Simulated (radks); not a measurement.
# La in [Xe] 5d1 6s1 6d1: an all-electron calculation

Wanted: eigenvalues, radial structure and energy terms of neutral lanthanum.

Method: Dirac Kohn-Sham, PW91, spin-unpolarised, spherical densities, point nucleus; open shells fill j = l - 1/2 first. Code: radks (a radial shooting solver on a logarithmic mesh, Libxc functionals) version 1.

### 1 What is computed

- element: lanthanum (Z = 57)
- charge: 0
- electrons: 57
- configuration: [Xe] 5d1 6s1 6d1

### 2 Self-consistent calculation

Settings of this run:

```text
Z 57
configuration [Xe] 5d1 6s1 6d1
relativity Dirac
functional pw91,pw91
spin unpolarised
j_filling energy
nucleus point
c 137.035999084
```

What does the calculation give?

**Answer**, as computed:

```
                        quantity                   value
                    total energy      -8498.4479 hartree
exchange-correlation share of it                  2.41 %
                            −T/E                  1.0702
          highest occupied level        6d3/2, -0.731 eV
    most extended occupied level  6d3/2, <r> = 11.2 bohr
 radius at density 0.001 e/bohr³               4.86 bohr
    maxima of the radial density                       5
```

**Reading.** 6 principal shells are occupied and 5 maxima appear in the radial density; where shells overlap, one shows as a shoulder or not at all. −T/E is 1.070: with relativity the kinetic term as defined here no longer equals −E. This is not the tabulated ground configuration, so its levels and sizes aren't those of the ground state, and no measured value stands beside it.
